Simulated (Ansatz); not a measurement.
# Ga2H4Cl2: small, medium and large basis sets

How large a basis does Ga2H4Cl2 need? Two functionals are run in growing sets.

Method: one geometry, several basis sets; program: Ansatz 0.2.0, Gaussian basis.

Plan: PBE0-D4/def2-SVP; ωB97M-V/def2-SVP; PBE0-D4/def2-QZVPP; the functionals' def2-TZVPP values are taken from earlier runs.

1 further run of the same task is left out (it didn't finish).

## (1) Structure used throughout

An earlier PBE0-D4 in a triple-zeta def2 set relaxation fixed the geometry.

SMILES `[Cl+]1[GaH2-][Cl+][GaH2-]1`, 8 atoms, charge 0, spin multiplicity 1.

Atoms are counted from 1 here; the program's logs count them from 0.

Bond lengths: Cl1–Ga2 2.361 Å, Cl1–Ga4 2.361 Å, Ga2–Cl3 2.361 Å, Ga2–H5 1.552 Å, Ga2–H6 1.552 Å, Cl3–Ga4 2.361 Å, Ga4–H7 1.552 Å, Ga4–H8 1.552 Å. Angles: Ga2–Cl1–Ga4 89.8°, Cl1–Ga2–Cl3 90.2°, Cl1–Ga2–H5 106.3°, Cl1–Ga2–H6 106.3°, Cl3–Ga2–H5 106.3°, Cl3–Ga2–H6 106.3°, H5–Ga2–H6 133.2°, Ga2–Cl3–Ga4 89.8°, Cl1–Ga4–Cl3 90.2°, Cl1–Ga4–H7 106.3°, Cl1–Ga4–H8 106.3°, Cl3–Ga4–H7 106.3°, Cl3–Ga4–H8 106.3°, H7–Ga4–H8 133.2°.

## (2) PBE0-D4 in def2-SVP

File in.yaml:

```yaml
crystal:
  periodic: [false, false, false]
  atoms:
    - {symbol: Cl, position_ang: [-1.536754, 0.264228, -0.606119]}
    - {symbol: Ga, position_ang: [0.146526, 1.624901, 0.336833]}
    - {symbol: Cl, position_ang: [1.535586, -0.264689, 0.608856]}
    - {symbol: Ga, position_ang: [-0.146461, -1.624875, -0.336996]}
    - {symbol: H, position_ang: [0.751012, 2.443430, -0.835402]}
    - {symbol: H, position_ang: [-0.349150, 2.008001, 1.757062]}
    - {symbol: H, position_ang: [0.349957, -2.005005, -1.757770]}
    - {symbol: H, position_ang: [-0.750716, -2.445992, 0.833537]}
basis:
  gaussian: {orbitals: def2-SVP}
hamiltonian: {xc: pbe0, dispersion: d4}
output: {orbitals: {seedname: orbitals}}
```

Further steps of the session: ωB97M-V in def2-SVP; PBE0-D4 in def2-QZVPP.

**Question.** What will the summary of the whole plan be? Wanted: PBE0-D4: double and triple zeta above quadruple.

**Answer**, as computed:

| quantity | value |
| --- | --- |
| PBE0-D4: double and triple zeta above quadruple | 25.11, 3.10 eV |

For PBE0-D4 the step from double to triple zeta gains 22.00 eV and the next only 3.10 eV. These are total energies; as a rule much of such shifts cancels in differences, which this series doesn't test.
